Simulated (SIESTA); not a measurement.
The system is MgNiGe.

```
CELL_PARAMETERS angstrom
6.47418 0.00000 0.00000
0.00000 4.07161 0.00000
0.00000 0.00000 6.94261
ATOMIC_POSITIONS crystal
Ge 0.78957 0.75000 0.88138
Ge 0.71043 0.25000 0.38138
Ge 0.28957 0.75000 0.61862
Ge 0.21043 0.25000 0.11862
Ni 0.65395 0.75000 0.55411
Ni 0.84605 0.25000 0.05411
Ni 0.15395 0.75000 0.94589
Ni 0.34605 0.25000 0.44589
Mg 0.99806 0.75000 0.31237
Mg 0.50194 0.25000 0.81237
Mg 0.49806 0.75000 0.18763
Mg 0.00194 0.25000 0.68763
```

| Property | Result |
| --- | --- |
| Program | SIESTA 5.4.2 |
| Task | single point |
| Functional | PBEsol |
| Potentials or basis | PseudoDojo 0.4 standard (PBEsol files) |
| Basis | DZP (energy shift 0.003 Ry; two zetas on semicore shells) |
| Grid cutoff | 800 Ry |
| Energy shift | 0.003 Ry |
| k mesh | 4 × 7 × 4 |
| Occupations | fermi-dirac, width 0.05 eV |
| Spin | collinear spin, ferromagnetic start |
| Starting moments | [0.0, 0.0, 0.0, 0.0, 1.0, 1.0, 1.0, 1.0, 0.0, 0.0, 0.0, 0.0] μB |

On this cell: pressure -0.9 GPa; largest force 0.077 eV/Å; net moment 0.00 μB per cell; band gap on the k mesh none (metal or under the smearing width).

The same run follows on a disturbed copy (atoms moved at random, drawn with an rms of 0.05 Å):

```
Ge Ni Mg
1.0
     6.47418    0.00000    0.00000
     0.00000    4.07161    0.00000
     0.00000    0.00000    6.94261
Ge Ni Mg
4 4 4
Direct
  0.79857 0.76193 0.88230
  0.70775 0.24432 0.38745
  0.28743 0.74823 0.61538
  0.21386 0.24708 0.11286
  0.65583 0.75463 0.54599
  0.84586 0.24714 0.05136
  0.16179 0.74300 0.94284
  0.34875 0.25033 0.45176
  0.99562 0.75706 0.31559
  0.50061 0.26733 0.81081
  0.49130 0.74666 0.19124
  0.99969 0.24065 0.68854
```

**Question.** What does the disturbed cell give?

**Answer.** The energy (extrapolated to zero smearing) moves by +11.9 meV/atom; pressure -0.5 GPa; largest force 0.841 eV/Å; net moment 0.00 μB per cell; band gap on the k mesh none (metal or under the smearing width).

Forces in eV/Å, atoms in the order of the input:
```
Ge  -0.479 -0.654 -0.138
Ge   0.265  0.489 -0.630
Ge   0.128  0.150  0.105
Ge  -0.208 -0.003  0.359
Ni  -0.168 -0.285  0.671
Ni   0.080  0.451  0.393
Ni  -0.084  0.059  0.007
Ni  -0.211 -0.086 -0.387
Mg   0.075 -0.224 -0.209
Mg   0.199 -0.235  0.147
Mg   0.242  0.025 -0.173
Mg   0.161  0.314 -0.145
```

Stress tensor (GPa, compression positive):
```
-0.66  0.16 -0.10
 0.16  0.57 -0.34
-0.10 -0.34 -1.35
```

Caveats: short orbitals over semicore shells can move pressures by several GPa; the basis of atomic orbitals isn't converged, which shifts pressures, moduli and gaps.
